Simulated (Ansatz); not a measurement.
## Sr, space group P-62m: a test of the smearing width, step by step

With Ansatz's Python interface.

Run as a notebook:

**Cell 1**
```python
import warnings

import ansatz as az
import matplotlib.pyplot as plt
```

**Cell 2**
```python
warnings.simplefilter('ignore', az.DeckWarning)

xtal = (
    az.Lattice.from_parameters(7.065952, 7.065952, 3.816633, alpha=90.0, beta=90.0, gamma=120.0)
    .atom('Sr', [0.0, 0.665783, 0.0])
    .atom('Sr', [0.334217, 0.334217, 0.0])
    .atom('Sr', [0.665783, 0.0, 0.0])
)
```

**Cell 3**
```python
[site.symbol for site in xtal.resolved().sites]
```
Output:
```text
['Sr', 'Sr', 'Sr']
```

**Cell 4**
```python
model = (
    xtal.calculation()
    .mixing('broyden', preconditioner='kerker_dos')
    .kpoints(2, 2, 4, center='gamma')
    .basis(260)
    .accuracy('low')
    .scf(max_iterations=150, lower_state_search='off')
    .functional('pbesol')
    .stress()
)
```

**Cell 5**
```python
rows = []
for value in [0.5, 0.3, 0.2, 0.1]:
    r = model.occupations('methfessel_paxton', width=value).run(threads=1, backend='cpu').report
    rows.append((value, r['free_energy_ev'] / len(r['lattice']['sites']), r['n_iterations'], sum(r['stress_gpa'][i][i] for i in range(3)) / 3, r['n_kpoints']))
```

**Cell 6**
```python
print('  width (eV)   F/atom (eV)    iterations       P (GPa)      k-points')
for row in rows:
    print(f'{str(row[0]):>12s}  {row[1]:12.5f}  {row[2]:12d}  {row[3]:12.3f}  {row[4]:12d}')
```
Output:
```text
  width (eV)   F/atom (eV)    iterations       P (GPa)      k-points
         0.5   -3491.88550             8        -0.423             6
         0.3   -3491.87289             8        -0.702             6
         0.2   -3491.87235             8        -0.826             6
         0.1   -3491.87127             9        -0.939             6
```

**Cell 7**
```python
# the last row is the reference
for row in rows[:-1]:
    shift = 1000 * (row[1] - rows[-1][1])
    print(f'{row[0]}: {shift:+.2f} meV/atom' + ('  (within 1 meV)' if abs(shift) < 1 else ''))
plt.figure(figsize=(4.5, 3))
plt.plot([str(row[0]) for row in rows], [1000 * (row[1] - rows[-1][1]) for row in rows], 'o-')
plt.xlabel('width (eV)')
plt.ylabel('F - F(last) (meV/atom)')
plt.tight_layout()
plt.savefig('smear.png', dpi=100)
```
Output:
```text
0.5: -14.23 meV/atom
0.3: -1.62 meV/atom
0.2: -1.08 meV/atom
```

Going from 0.1 to 0.5 eV changes F by -14.2 meV an atom. This scheme is built to cancel the term in the square of the width, but that needs a smooth density of states and a fine mesh, and here a sizeable shift remains. The pressure moves from -0.94 to -0.42 GPa.

Reading the output:
- The cutoff lies under the one recommended for these potentials.
- Under the recommended cutoff a pressure can be off by several GPa, even in sign.
- The mesh is modest for a metal, so energies can be off by several to tens of meV an atom and pressures by half a GPa or more; differences at equal mesh fare better.
- Within a few hundredths of an angstrom the cell has the higher group P6/mmm; the lower one is a small distortion.
- The free energy holds a sizeable smearing term, which stands for no physical temperature.
- The narrowest width needs the finest mesh, so the last row is no converged reference.
- Pressure is positive in compression.
- This isn't the structure that Sr takes at ambient conditions.
- The script silences the warnings on its input, which a real study should read.
- Timing: 5.4 s on 1 thread of Arm Neoverse V2, with other jobs on the host, peak memory 0.38 GiB.
